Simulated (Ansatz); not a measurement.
**AlFH₃NO: a reaction over two bond lengths**

Aim: map the energy of AlFH3NO over two coordinates, and find its wells, ridges and stiffness.

The runs use Ansatz 0.2.0; RKS PBE0-D4/def2-SVP.

## (1) Reference run: AlFH₃NO, relaxed

Input file input.yaml:

```yaml
crystal:
  periodic: [false, false, false]
  atoms:
    - { symbol: Al, position_ang: [-0.398313, 0.253828, -0.05964] }
    - { symbol: F, position_ang: [1.697309, 0.018002, -0.184024] }
    - { symbol: "N", position_ang: [-0.140781, -1.314617, 0.56363] }
    - { symbol: H, position_ang: [1.112233, -0.937941, 0.274617] }
    - { symbol: O, position_ang: [-1.11331, 1.700982, -0.584646] }
    - { symbol: H, position_ang: [-0.539242, -2.16259, 0.956567] }
    - { symbol: H, position_ang: [-0.617796, 2.442436, -0.966503] }
basis:
  gaussian: { orbitals: def2-SVP }
hamiltonian:
  xc: pbe0
  dispersion: d4
output:
  forces: true
relax:
  f_tol: 0.02
  max_steps: 120
  constraints: [{ distance: [1, 3] }, { distance: [0, 1] }, { distance: [2, 3] }]
  escape_saddle: false
```

Command:

```
$ ansatz run input.yaml --threads 1 --pin off --max-ram 2560MiB --backend cpu --events-out ev --progress --plain --runs-dir out
```

The program printed (excerpt; [...] marks lines left out):

```text
Warning: RAYON_NUM_THREADS=1 ignored (pool sized by the plan → 1); use --threads N
[...]
Functional definition: PBE0
[...]
773 factors; integrals over basis functions are off by at most 3.5e-4 eV
[...]
mean field -12884.31425329 eV, -473.4898155067 hartree, gradient 4.7e-6 eV, S^2 0.000000; 0 other end points of the search recorded, 0 dependent functions left out
[...]
reference -12884.31427990 eV, -473.4898164845 hartree; 20, 20 occupied and 55, 55 virtual orbitals, 773 factors
relax step   1: F+E_penalty+E_count = -12884.39341654 eV  Δ(F+E_penalty+E_count) = +0.000e0 eV  max|allowed force component| = 5.386e-1 eV/Å  Δτ_max = 0.0000 Å  (27 SCF iters, accepted)
[...]
relax step   6: F+E_penalty+E_count = -12884.41141836 eV  Δ(F+E_penalty+E_count) = -2.978e-4 eV  max|allowed force component| = 3.584e-2 eV/Å  Δτ_max = 0.0116 Å  (30 SCF iters, accepted)
[...]
relax step   7: F+E_penalty+E_count = -12884.41145344 eV  Δ(F+E_penalty+E_count) = -3.508e-5 eV  max|allowed force component| = 4.608e-3 eV/Å  Δτ_max = 0.0031 Å  (24 SCF iters, accepted)
  distance F 1 - H 3 held at 1.210988 Å   reaction = -8.1119e-1 eV/Å
  distance Al 0 - F 1 held at 2.112514 Å   reaction = +1.9646e0 eV/Å
  distance N 2 - H 3 held at 1.339947 Å   reaction = +1.4177e0 eV/Å
773 factors; integrals over basis functions are off by at most 3.5e-4 eV
[...]
mean field -12884.33182720 eV, -473.4904613357 hartree, gradient 1.5e-5 eV, S^2 0.000000; 1 other end points of the search recorded, 0 dependent functions left out
[...]
reference -12884.33185393 eV, -473.4904623179 hartree; 20, 20 occupied and 55, 55 virtual orbitals, 773 factors
Total energy: -12884.41148017 eV, -473.4933885285 hartree
Atom 0 at    -0.391123     0.250093    -0.063277 Å, force     1.947546    -0.234585    -0.107302 eV/Å
Atom 1 at     1.703604     0.002806    -0.180254 Å, force    -1.548339     0.865903    -0.198941 eV/Å
Atom 2 at    -0.154093    -1.301557     0.559884 Å, force     1.334734     0.375687    -0.296663 eV/Å
Atom 3 at     1.106765    -0.945656     0.278760 Å, force    -1.733752    -1.011361     0.604707 eV/Å
Atom 4 at    -1.080334     1.683567    -0.590084 Å, force     0.000390     0.002186    -0.000724 eV/Å
Atom 5 at    -0.529152    -2.148177     0.953630 Å, force    -0.000381     0.000946    -0.000564 eV/Å
Atom 6 at    -0.655566     2.459025    -0.958658 Å, force    -0.000198     0.001225    -0.000514 eV/Å
Dipole moment:    -0.311675     0.319494    -0.100320 e Å
```

Wall time 21 s (1 thread of Arm Neoverse V1, shared host); peak memory 0.16 GiB.

Step by step:

```csv
step,energy from step 1 (eV),largest force component (eV/Å)
1,0.0000,0.5386
2,-0.0119,0.2549
3,-0.0153,0.0790
4,-0.0165,0.1730
5,-0.0177,0.0953
6,-0.0180,0.0358
7,-0.0180,0.0046
```

Distances of close pairs at the start and the end, largest changes first:

```csv
bond,before (Å),after (Å),change (Å)
Al1–O5,1.697,1.676,-0.022
Al1–N3,1.707,1.689,-0.018
O5–H7,0.970,0.958,-0.012
N3–H6,1.016,1.006,-0.010
Al1–H4,1.953,1.947,-0.006
Al1–F2,2.113,2.113,+0.000
```

## (2) Plan of the scan

First coordinate, distance F2–H4 (bond that forms): 11 values from 0.819 to 2.619 Å. Second coordinate, distance Al1–F2 (bond that breaks): 11 values from 1.629 to 3.429 Å.

Relaxed at each point: all other coordinates. Energies count from a guessed transition structure relaxed with its forming and breaking bonds held. Points are written as (first, second).

Below, 3 of the grid's runs; all are launched alike.

## (3) Point (2.397 Å, 3.429 Å)

Input file input.yaml:

```yaml
crystal:
  periodic: [false, false, false]
  atoms:
    - { symbol: Al, position_ang: [-0.490998, 0.375218, -0.104798] }
    - { symbol: F, position_ang: [2.895614, -0.143595, -0.245276] }
    - { symbol: "N", position_ang: [-0.104332, -1.189233, 0.50807] }
    - { symbol: H, position_ang: [0.948966, -1.349073, 0.463944] }
    - { symbol: O, position_ang: [-1.393498, 1.69486, -0.560923] }
    - { symbol: H, position_ang: [-0.674704, -1.937127, 0.87997] }
    - { symbol: H, position_ang: [-1.18095, 2.549051, -0.940986] }
basis:
  gaussian: { orbitals: def2-SVP }
hamiltonian:
  xc: pbe0
  dispersion: d4
output:
  forces: true
relax:
  f_tol: 0.02
  max_steps: 50
  escape_saddle: false
  constraints: [{ distance: [1, 3] }, { distance: [0, 1] }]
scf:
  lower_state_search: "off"
```

Command:

```
$ ansatz run input.yaml --threads 1 --pin off --max-ram 2560MiB --backend cpu --events-out ev --progress --plain --runs-dir out
```

The program printed (excerpt; [...] marks lines left out):

```text
Warning: RAYON_NUM_THREADS=1 ignored (pool sized by the plan → 1); use --threads N
[...]
[... 1 set-up line as earlier in the session ...]
[...]
766 factors; integrals over basis functions are off by at most 2.7e-4 eV
[...]
mean field -12881.59984985 eV, -473.3900630200 hartree, gradient 2.2e-6 eV, S^2 0.000000; 0 other end points of the search recorded, 0 dependent functions left out
[...]
reference -12881.59987749 eV, -473.3900640357 hartree; 20, 20 occupied and 55, 55 virtual orbitals, 766 factors
relax step   1: F+E_penalty+E_count = -12881.68055322 eV  Δ(F+E_penalty+E_count) = +0.000e0 eV  max|allowed force component| = 1.017e0 eV/Å  Δτ_max = 0.0000 Å  (21 SCF iters, accepted)
[...]
relax step   7: F+E_penalty+E_count = -12881.72179516 eV  Δ(F+E_penalty+E_count) = -1.151e-5 eV  max|allowed force component| = 7.804e-2 eV/Å  Δτ_max = 0.0074 Å  (17 SCF iters, accepted)
[...]
  distance F 1 - H 3 held at 2.397000 Å   reaction = +2.0962e-1 eV/Å
  distance Al 0 - F 1 held at 3.429000 Å   reaction = +1.6404e0 eV/Å
Total energy: -12881.72188691 eV, -473.3945477992 hartree
Atom 0 at    -0.403737     0.427447    -0.136072 Å, force     1.606762    -0.329740    -0.031181 eV/Å
Atom 1 at     2.954672    -0.261623    -0.201731 Å, force    -1.784051     0.234199     0.089648 eV/Å
Atom 2 at    -0.086345    -1.148310     0.488806 Å, force    -0.000315    -0.000642    -0.000178 eV/Å
Atom 3 at     0.924401    -1.347436     0.465064 Å, force     0.176820     0.096206    -0.058033 eV/Å
Atom 4 at    -1.417697     1.675476    -0.550453 Å, force     0.000693     0.000561    -0.000412 eV/Å
Atom 5 at    -0.658680    -1.895451     0.861639 Å, force     0.000508     0.001117    -0.000664 eV/Å
Atom 6 at    -1.312516     2.549998    -0.927252 Å, force    -0.000417    -0.001701     0.000822 eV/Å
Dipole moment:    -1.700128     0.414048     0.005830 e Å
Checks for a lower state left out: stability, starts, cluster_reference, orbital_swaps, neighbouring_geometries, increment
```

Wall time 17 s (1 thread of Arm Neoverse V1, shared host); peak memory 0.15 GiB.

Relaxation path:

```csv
step,energy from step 1 (eV),largest force component (eV/Å)
1,0.0000,1.0171
2,-0.0289,0.2047
3,-0.0367,0.2479
4,-0.0397,0.1754
5,-0.0411,0.0402
6,-0.0412,0.0237
7,-0.0412,0.0780
8,-0.0413,0.0017
```

Close pairs (by a distance rule), those that changed most:

```csv
bond,before (Å),after (Å),change (Å)
N3–H4,1.066,1.030,-0.036
Al1–O5,1.663,1.661,-0.002
N3–H6,1.011,1.012,+0.001
O5–H7,0.959,0.958,-0.001
Al1–N3,1.724,1.725,+0.000
```

That is 260 kJ/mol from the zero.

## (4) The run at (0.819 Å, 2.029 Å)

Input file input.yaml:

```yaml
crystal:
  periodic: [false, false, false]
  atoms:
    - { symbol: Al, position_ang: [-0.462121, 0.169202, -0.022081] }
    - { symbol: F, position_ang: [1.554817, -0.000794, -0.163153] }
    - { symbol: "N", position_ang: [-0.14219, -1.366153, 0.585891] }
    - { symbol: H, position_ang: [1.294652, -0.707207, 0.159423] }
    - { symbol: O, position_ang: [-1.025776, 1.649015, -0.581228] }
    - { symbol: H, position_ang: [-0.649418, -2.151051, 0.967246] }
    - { symbol: H, position_ang: [-0.569866, 2.40709, -0.946097] }
basis:
  gaussian: { orbitals: def2-SVP }
hamiltonian:
  xc: pbe0
  dispersion: d4
output:
  forces: true
relax:
  f_tol: 0.02
  max_steps: 50
  escape_saddle: false
  constraints: [{ distance: [1, 3] }, { distance: [0, 1] }]
scf:
  lower_state_search: "off"
```

Command:

```
$ ansatz run input.yaml --threads 1 --pin off --max-ram 2560MiB --backend cpu --events-out ev --progress --plain --runs-dir out
```

The program printed (excerpt; [...] marks lines left out):

```text
Warning: RAYON_NUM_THREADS=1 ignored (pool sized by the plan → 1); use --threads N
[...]
[... 1 set-up line as earlier in the session ...]
[...]
767 factors; integrals over basis functions are off by at most 3.1e-4 eV
[...]
mean field -12882.87523848 eV, -473.4369326877 hartree, gradient 2.6e-6 eV, S^2 0.000000; 0 other end points of the search recorded, 0 dependent functions left out
[...]
reference -12882.87526490 eV, -473.4369336585 hartree; 20, 20 occupied and 55, 55 virtual orbitals, 767 factors
relax step   1: F+E_penalty+E_count = -12882.95647959 eV  Δ(F+E_penalty+E_count) = +0.000e0 eV  max|allowed force component| = 4.946e-1 eV/Å  Δτ_max = 0.0000 Å  (15 SCF iters, accepted)
[...]
relax step   6: F+E_penalty+E_count = -12883.01358822 eV  Δ(F+E_penalty+E_count) = -4.151e-3 eV  max|allowed force component| = 3.603e-2 eV/Å  Δτ_max = 0.0275 Å  (21 SCF iters, accepted)
[...]
  distance F 1 - H 3 held at 0.819000 Å   reaction = -1.2031e1 eV/Å
  distance Al 0 - F 1 held at 2.028999 Å   reaction = -1.5392e-1 eV/Å
Total energy: -12883.01374587 eV, -473.4420227403 hartree
Atom 0 at    -0.484708     0.129504    -0.003070 Å, force    -0.147562    -0.004701     0.017151 eV/Å
Atom 1 at     1.534538     0.083541    -0.196385 Å, force     1.924206    10.909942    -4.764692 eV/Å
Atom 2 at    -0.172026    -1.404697     0.605137 Å, force    -0.001311     0.019383    -0.007827 eV/Å
Atom 3 at     1.414352    -0.659277     0.126937 Å, force    -1.762700   -10.909972     4.747679 eV/Å
Atom 4 at    -1.004924     1.623576    -0.572732 Å, force    -0.001506     0.003540    -0.001267 eV/Å
Atom 5 at    -0.746139    -2.149286     0.976619 Å, force    -0.009638    -0.019055     0.009168 eV/Å
Atom 6 at    -0.540995     2.376742    -0.936504 Å, force    -0.001489     0.000863    -0.000212 eV/Å
Dipole moment:     0.139768     0.441740    -0.199315 e Å
Checks for a lower state left out: stability, starts, cluster_reference, orbital_swaps, neighbouring_geometries, increment
```

It took 15 s on 1 thread of Arm Neoverse V1, shared host; peak memory 0.15 GiB.

Along the way: (the energy doesn't fall at every step)

```csv
step,energy from step 1 (eV),largest force component (eV/Å)
1,0.0000,0.4946
2,-0.0321,0.3733
3,-0.0154,1.0522
4,-0.0530,0.3345
5,-0.0395,0.9783
6,-0.0571,0.0360
7,-0.0572,0.0194
```

Distances of close pairs at the start and the end, largest changes first:

```csv
bond,before (Å),after (Å),change (Å)
Al1–H4,1.972,2.060,+0.089
Al1–N3,1.682,1.680,-0.002
Al1–O5,1.679,1.681,+0.002
N3–H6,1.009,1.011,+0.002
O5–H7,0.957,0.956,-0.000
F2–H4,0.819,0.819,+0.000
Al1–F2,2.029,2.029,+0.000
```

That is 135 kJ/mol from the zero.

## (5) Grid point (2.619 Å, 1.629 Å)

Input file input.yaml:

```yaml
crystal:
  periodic: [false, false, false]
  atoms:
    - { symbol: Al, position_ang: [0.164285, 0.350883, -0.161777] }
    - { symbol: F, position_ang: [1.759759, 0.55596, -0.418775] }
    - { symbol: "N", position_ang: [-0.059241, -1.234083, 0.521855] }
    - { symbol: H, position_ang: [0.862009, -1.678058, 0.611938] }
    - { symbol: O, position_ang: [-1.027727, 1.489515, -0.514006] }
    - { symbol: H, position_ang: [-0.79029, -1.844949, 0.85233] }
    - { symbol: H, position_ang: [-0.908695, 2.36083, -0.891562] }
basis:
  gaussian: { orbitals: def2-SVP }
hamiltonian:
  xc: pbe0
  dispersion: d4
output:
  forces: true
relax:
  f_tol: 0.02
  max_steps: 50
  escape_saddle: false
  constraints: [{ distance: [1, 3] }, { distance: [0, 1] }]
scf:
  lower_state_search: "off"
```

Command:

```
$ ansatz run input.yaml --threads 1 --pin off --max-ram 2560MiB --backend cpu --events-out ev --progress --plain --runs-dir out
```

The program printed (excerpt; [...] marks lines left out):

```text
Warning: RAYON_NUM_THREADS=1 ignored (pool sized by the plan → 1); use --threads N
[...]
[... 1 set-up line as earlier in the session ...]
[...]
763 factors; integrals over basis functions are off by at most 3.7e-4 eV
[...]
mean field -12887.39701569 eV, -473.6031049351 hartree, gradient 3.5e-6 eV, S^2 0.000000; 0 other end points of the search recorded, 0 dependent functions left out
[...]
reference -12887.39704330 eV, -473.6031059499 hartree; 20, 20 occupied and 55, 55 virtual orbitals, 763 factors
relax step   1: F+E_penalty+E_count = -12887.48212140 eV  Δ(F+E_penalty+E_count) = +0.000e0 eV  max|allowed force component| = 5.277e-1 eV/Å  Δτ_max = 0.0000 Å  (14 SCF iters, accepted)
[...]
relax step   4: F+E_penalty+E_count = -12887.48832300 eV  Δ(F+E_penalty+E_count) = -3.210e-4 eV  max|allowed force component| = 3.322e-2 eV/Å  Δτ_max = 0.0097 Å  (19 SCF iters, accepted)
[...]
  distance F 1 - H 3 held at 2.619000 Å   reaction = -4.5029e-1 eV/Å
  distance Al 0 - F 1 held at 1.629000 Å   reaction = -1.0912e0 eV/Å
Total energy: -12887.48848338 eV, -473.6064663108 hartree
Atom 0 at     0.160506     0.345145    -0.161029 Å, force    -1.070431    -0.136943     0.169421 eV/Å
Atom 1 at     1.754797     0.559208    -0.418042 Å, force     1.219991     0.525801    -0.347803 eV/Å
Atom 2 at    -0.046038    -1.243799     0.524629 Å, force     0.000831     0.005974    -0.002573 eV/Å
Atom 3 at     0.866585    -1.679500     0.610757 Å, force    -0.152068    -0.387942     0.178077 eV/Å
Atom 4 at    -1.029663     1.488791    -0.513968 Å, force    -0.002647    -0.006056     0.002947 eV/Å
Atom 5 at    -0.800129    -1.829264     0.848382 Å, force     0.000544    -0.000999     0.000422 eV/Å
Atom 6 at    -0.905960     2.359517    -0.890726 Å, force     0.003779     0.000164    -0.000490 eV/Å
Dipole moment:    -0.151894    -0.007201     0.019019 e Å
Checks for a lower state left out: stability, starts, cluster_reference, orbital_swaps, neighbouring_geometries, increment
```

Run time: 10 s. Hardware: 1 thread of Arm Neoverse V1, shared host; peak memory 0.15 GiB.

Energy on the map's scale: −297 kJ/mol.

## (6) All points together

121 points were computed. Energies in kJ/mol, from a guessed transition structure relaxed with its forming and breaking bonds held:

| distance Al1–F2 (bond that breaks) (Å) ↓, distance F2–H4 (bond that forms) (Å) → | 0.819 | 0.920 | 1.060 | 1.219 | 1.392 | 1.576 | 1.770 | 1.972 | 2.181 | 2.397 | 2.619 |
| --- | --- | --- | --- | --- | --- | --- | --- | --- | --- | --- | --- |
| 3.429 | 171 | 116 | 124 | 160 | 194 | 220 | 236 | 247 | 254 | 260 | 263 |
| 3.207 | 168 | 112 | 117 | 148 | 176 | 194 | 205 | 212 | 217 | 220 | 222 |
| 2.991 | 164 | 106 | 107 | 132 | 151 | 161 | 166 | 169 | 171 | 172 | 173 |
| 2.782 | 158 | 99 | 94 | 109 | 118 | 119 | 118 | 118 | 117 | 116 | 114 |
| 2.580 | 151 | 89 | 77 | 80 | 76 | 69 | 63 | 58 | 54 | 50 | 46 |
| 2.386 | 143 | 77 | 56 | 45 | 29 | 13 | 0 | −10 | −17 | −23 | −29 |
| 2.202 | 137 | 66 | 33 | 7 | −22 | −47 | −67 | −81 | −92 | −101 | −109 |
| 2.029 | 135 | 58 | 12 | −30 | −72 | −107 | −133 | −152 | −167 | −178 | −187 |
| 1.870 | 145 | 62 | 2 | −56 | −111 | −155 | −188 | −212 | −229 | −243 | −253 |
| 1.730 | 177 | 87 | 13 | −61 | −128 | −180 | −218 | −246 | −266 | −281 | −292 |
| 1.629 | 226 | 131 | 45 | −40 | −116 | −174 | −217 | −247 | −269 | −285 | −297 |

On the same grid, dipole moment (D):

```
distance Al1–F2 (bond that breaks) (Å) ↓, distance F2–H4 (bond that forms) (Å) →  0.819  0.920  1.060  1.219  1.392  1.576  1.770  1.972  2.181  2.397  2.619
                                                                           3.429    4.9    5.4    6.3    7.7    8.6    9.2    9.2    8.9    8.6    8.4    8.2
                                                                           3.207    4.2    4.4    5.6    6.8    7.7    8.2    8.1    8.0    7.8    7.6    7.5
                                                                           2.991    3.3    3.8    4.9    6.0    6.8    7.2    7.1    7.0    6.9    6.8    6.7
                                                                           2.782    2.8    3.2    4.2    5.2    5.9    6.1    6.2    6.1    6.0    5.9    5.8
                                                                           2.580    2.3    2.7    3.6    4.4    5.0    5.2    5.2    5.2    5.1    5.1    5.0
                                                                           2.386    2.1    2.3    3.0    3.7    4.1    4.2    4.3    4.3    4.2    4.2    4.1
                                                                           2.202    2.2    2.2    2.5    3.0    3.3    3.4    3.4    3.4    3.4    3.3    3.3
                                                                           2.029    2.4    2.2    2.1    2.4    2.5    2.6    2.6    2.6    2.5    2.5    2.5
                                                                           1.870    2.8    2.3    2.0    1.9    2.0    1.9    1.9    1.8    1.8    1.8    1.8
                                                                           1.730    3.1    2.6    2.0    1.7    1.6    1.4    1.3    1.2    1.2    1.2    1.2
                                                                           1.629    3.4    2.7    2.1    1.7    1.4    1.2    1.0    0.9    0.8    0.7    0.7
```

## (7) What came out

```
               quantity                                                                            value
           lowest point                                                  (2.619 Å, 1.629 Å), −297 kJ/mol
 highest computed point                                  (2.619 Å, 3.429 Å), 560 kJ/mol above the lowest
      dipole moment (D)  0.7 at (2.619 Å, 1.629 Å) to 9.2 at (1.770 Å, 3.429 Å); 0.7 at the lowest point
time for the whole task                                                  27 min on 1 thread, shared host
```

What this shows: The lowest computed point is at (2.619 Å, 1.629 Å), −297 kJ/mol from a guessed transition structure relaxed with its forming and breaking bonds held. It lies at the edge of the scanned range, so the true minimum may lie outside. The highest computed point, (2.619 Å, 3.429 Å), lies 560 kJ/mol above the lowest. The reference is spin-restricted, so regions with a bond pulled apart lie too high.
